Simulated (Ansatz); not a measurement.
# K2IBr: the cost of one run

Program: Ansatz 0.2.0. Level of theory: DFT, r2SCAN, no spin polarisation, plane waves, PAW. These are calculated values, not measurements.

### Step 1. Geometry

Symmetry: Pmmn, No. 59, orthorhombic system. The conventional cell has a = 4.900 Å, b = 8.261 Å, c = 7.990 Å, α = 90.00°, β = 90.00°, γ = 90.00°. Around K (site symmetry m) lie 3 Br at 3.31 to 3.38 Å and 3 I at 3.50 to 3.53 Å. I (site symmetry mm2) has 6 K at 3.50 to 3.53 Å as nearest neighbours. Around Br (site symmetry mm2) lie 6 K at 3.30 to 3.38 Å.

Structure file:

```
K I Br
1.0
     7.98950    0.00000    0.00000
     0.00000    4.89968    0.00000
     0.00004    0.00000    8.26093
K I Br
4 2 2
Direct
  0.53302 0.00000 0.74363
  0.99824 0.50000 0.75634
  0.53302 0.00000 0.25638
  0.99824 0.50000 0.24366
  0.17386 0.00000 0.50000
  0.35700 0.50000 0.00000
  0.68091 0.50000 0.50000
  0.85072 0.00000 0.00000
```

The first density is read from a saved solution for the starting cell.

### Step 2. The walk to rest

File input.yaml:

```yaml
crystal:
  lattice:
    - [7.989502, 0.0, 0.0]
    - [0.0, 4.899682, 0.0]
    - [4.4e-05, 0.0, 8.260925]
  atoms:
    - { symbol: K, position: [0.53302, 0.0, 0.74363] }
    - { symbol: K, position: [0.99824, 0.5, 0.75634] }
    - { symbol: K, position: [0.53302, 0.0, 0.25638] }
    - { symbol: K, position: [0.99824, 0.5, 0.24366] }
    - { symbol: I, position: [0.17386, 0.0, 0.5] }
    - { symbol: I, position: [0.357, 0.5, 0.0] }
    - { symbol: Br, position: [0.68091, 0.5, 0.5] }
    - { symbol: Br, position: [0.85072, 0.0, 0.0] }
  symmetry: { tolerance: 0.0003 }
kpoints:
  mp_grid: { grid: [4, 6, 4], shift: [0, 0, 0] }
magnetization:
  spin_polarized: false
scf:
  occupations: { method: fermi_dirac }
  lower_state_search: "off"
hamiltonian:
  pseudopotentials: { kind: paw }
  xc: r2scan
basis:
  ecutwfc: 500
  fft_grid_basis: typed
relax:
  max_steps: 80
  cell: { p_target: 0.0 }
output:
  forces: true
  stress: true
  eigenvalues: true
  bader: false
  populations: true
  elf: true
  write_potential: true
  volumetric_format: npy
  dos:
    e_range: [-12, 8]
    de: 0.05
    projected: { site_lists: { Br: [Br], I: [I], K: [K] } }
  write_density: true
checkpoint:
  read: saved_state
```

Started as:

```bash
ansatz run input.yaml --threads 2 --pin off --max-ram 2560MiB --backend cpu --events-out ev --progress --plain --runs-dir out
```

**Question.** How long does this run take on 2 threads of Arm Neoverse V2, shared host, and how much memory does it need?

About 3.6 min, with a peak of 1.4 GiB.
